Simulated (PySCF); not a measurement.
**GaCl2−, a complex of two parts: interaction energy**

One table from this session's results is given with a row withheld; the runs are named, their logs left out.

Computed with PySCF 2.14.0; each step states its level. No surroundings beyond the atoms listed, unless a continuum is named. Atoms count from 0, parts from 1.

## Starting point

3 atoms, charge -1, multiplicity 1; geometry: GFN2-xTB. Parts: 1 = atoms 0–1, `[Cl][Ga]`, charge 0; 2 = atom 2, `[Cl-]`, charge -1.

The first run:

The job: settings as JSON, then the geometry in Å.

```
{"job": {"xc": "PBE0", "basis": "def2-SVPD", "d3": "d3bj", "grid": 2, "kind": "geom", "shake": 0.01}, "charge": -1, "multiplicity": 1, "parts": [{"atoms": "0-1", "charge": 0, "multiplicity": 1}, {"atoms": "2-2", "charge": -1, "multiplicity": 1}]}
Ga     1.190148     0.558539    -0.441208
Cl    -0.944071    -0.221090     0.259683
Cl     0.611388     2.766353    -1.178451
```

Run with:

```
OMP_NUM_THREADS=1 python cluster_run.py task.json out
```

This one command runs all jobs of the session in turn.

Steps of the session up to this table: Relaxing the molecule at PBE0-D3(BJ)/def2-SVPD; Coupled-cluster interaction energy: CCSD(T) and MP2.

One of the session's tables, all rows but one given; the rest of the session is left out.

It belongs to the step «Coupled-cluster interaction energy: CCSD(T) and MP2». 

| method | interaction energy (kcal/mol) |
| --- | --- |
| HF/aug-cc-pVDZ | -31.58 |
| MP2/aug-cc-pVDZ | -35.25 |
| CCSD/aug-cc-pVDZ | -33.14 |
| CCSD(T)/aug-cc-pVDZ | -33.71 |
| HF/aug-cc-pVTZ | -33.29 |
| MP2/aug-cc-pVTZ | ? |
| SCS-MP2/aug-cc-pVTZ | -37.13 |
| MP2, extrapolated | -40.33 |
| CCSD(T), limit estimate | -38.79 |

Q: Estimate the row for MP2/aug-cc-pVTZ from the others.

As computed: interaction energy (kcal/mol): -39.33. In the column «interaction energy (kcal/mol)» it lies between MP2, extrapolated (-40.33) and CCSD(T), limit estimate (-38.79).

To keep in mind: The interaction energy leaves out the deformation of the parts, 4.00 kcal/mol (MP2); added to the CCSD(T) estimate it gives a binding of about -34.79 kcal/mol.
